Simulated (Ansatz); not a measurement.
# C2H5AlCl radical: one species, many methods

An exercise on one series of results from a longer session: the logs are not shown, and one member is left open.

Method: functionals in def2-TZVPP, the program's frozen cores in correlated methods; program: Ansatz 0.2.0, Gaussian basis.

The runs, in order: LDA (SPW92), PBE-D4, revPBE-D4, BLYP-D4, r2SCAN-D4, B97M-V, PBE0-D4, B3LYP-D4, r2SCANh-D4, r2SCAN0-D4, HSE06-D4, BHLYP-D4, CAM-B3LYP-D4, LC-ωPBE, ωB97X-V, ωB97M-V, B2PLYP, PBE-QIDH; CCSD(T)/def2-SVP; CCSD(T)/def2-TZVPP; MP2/def2-QZVPP; extrapolation to the limit; RPA on PBE.

## The relaxed structure

All runs share one geometry, relaxed beforehand with PBE0-D4 in a triple-zeta def2 set.

SMILES `C[CH2][Al][Cl]`, 9 atoms, charge 0, spin multiplicity 2.

Atoms are counted from 1 here; the program's logs count them from 0.

Bond lengths: C1–C2 1.525 Å, C1–H5 1.092 Å, C1–H6 1.095 Å, C1–H7 1.092 Å, C2–Al3 1.981 Å, C2–H8 1.097 Å, C2–H9 1.097 Å, Al3–Cl4 2.125 Å. Angles: C2–C1–H5 111.8°, C2–C1–H6 111.3°, C2–C1–H7 111.7°, H5–C1–H6 107.5°, H5–C1–H7 106.8°, H6–C1–H7 107.5°, C1–C2–Al3 114.9°, C1–C2–H8 111.3°, C1–C2–H9 111.5°, Al3–C2–H8 106.4°, Al3–C2–H9 106.9°, H8–C2–H9 105.2°, C2–Al3–Cl4 116.6°.

Coordinates:

```
C    -0.09073    0.95125    0.00077
C    -0.22919   -0.40680    0.68134
Al    0.32196   -1.95457   -0.42494
Cl    1.14357   -1.51561   -2.33519
H    -0.70160    1.01573   -0.90240
H    -0.40122    1.76334    0.66585
H     0.93991    1.14930   -0.30130
H     0.36806   -0.45561    1.60050
H    -1.26224   -0.59344    0.99837
```

The first run:

Contents of in.yaml:

```yaml
crystal:
  periodic: [false, false, false]
  atoms:
    - {symbol: C, position_ang: [-0.090730, 0.951255, 0.000771]}
    - {symbol: C, position_ang: [-0.229194, -0.406798, 0.681335]}
    - {symbol: Al, position_ang: [0.321956, -1.954568, -0.424936]}
    - {symbol: Cl, position_ang: [1.143572, -1.515605, -2.335188]}
    - {symbol: H, position_ang: [-0.701600, 1.015732, -0.902403]}
    - {symbol: H, position_ang: [-0.401224, 1.763336, 0.665850]}
    - {symbol: H, position_ang: [0.939906, 1.149298, -0.301297]}
    - {symbol: H, position_ang: [0.368059, -0.455606, 1.600497]}
    - {symbol: H, position_ang: [-1.262244, -0.593442, 0.998370]}
basis:
  gaussian: {orbitals: def2-TZVPP}
magnetization: {spin_polarized: true, initial_magnetization: 1}
hamiltonian: {xc: lda}
output: {orbitals: {seedname: orbitals}}
```

Started as:

```bash
ansatz run in.yaml --threads 2 --pin off --events-out ev --progress --plain --max-ram 31744MiB --backend cpu
```

Steps of the session up to this table: LDA; PBE-D4 (GGA); revPBE-D4 (GGA); BLYP-D4 (GGA); r2SCAN-D4 (meta-GGA); B97M-V (meta-GGA); PBE0-D4 (hybrid); B3LYP-D4 (hybrid); r2SCANh-D4 (hybrid); r2SCAN0-D4 (hybrid); HSE06-D4 (hybrid); BHLYP-D4 (hybrid); CAM-B3LYP-D4 (range-separated); LC-ωPBE (range-separated); ωB97X-V (range-separated); ωB97M-V (range-separated); B2PLYP (double hybrid); PBE-QIDH (double hybrid).

One of the session's tables, all rows but one given; the rest of the session is left out.

It belongs to the step «Orbital energies across the functionals». 

| functional | HOMO (eV) | LUMO (eV) | gap (eV) |
| --- | --- | --- | --- |
| LDA (SPW92) | -4.62 | -3.56 | 1.06 |
| PBE-D4 | -4.63 | -3.21 | 1.42 |
| revPBE-D4 | -4.61 | -3.07 | 1.54 |
| BLYP-D4 | -4.43 | -3.25 | 1.18 |
| r2SCAN-D4 | -4.93 | -2.77 | 2.16 |
| B97M-V | -4.61 | -3.50 | 1.12 |
| PBE0-D4 | -5.67 | -2.41 | 3.26 |
| B3LYP-D4 | -5.42 | -2.80 | 2.62 |
| r2SCANh-D4 | -5.31 | -2.53 | 2.78 |
| r2SCAN0-D4 | -5.87 | -2.18 | 3.69 |
| HSE06-D4 | -5.27 | -2.78 | 2.49 |
| BHLYP-D4 | -6.53 | -1.77 | 4.76 |
| CAM-B3LYP-D4 | ? | ? | ? |
| LC-ωPBE | -8.21 | -0.31 | 7.90 |
| ωB97X-V | -7.74 | -0.81 | 6.93 |
| ωB97M-V | -7.32 | -0.96 | 6.36 |

**Question.** Estimate the row for CAM-B3LYP-D4.

As computed: HOMO (eV): -6.84; LUMO (eV): -1.65; gap (eV): 5.20. In the column «HOMO (eV)» it lies between ωB97M-V (-7.32) and BHLYP-D4 (-6.53).
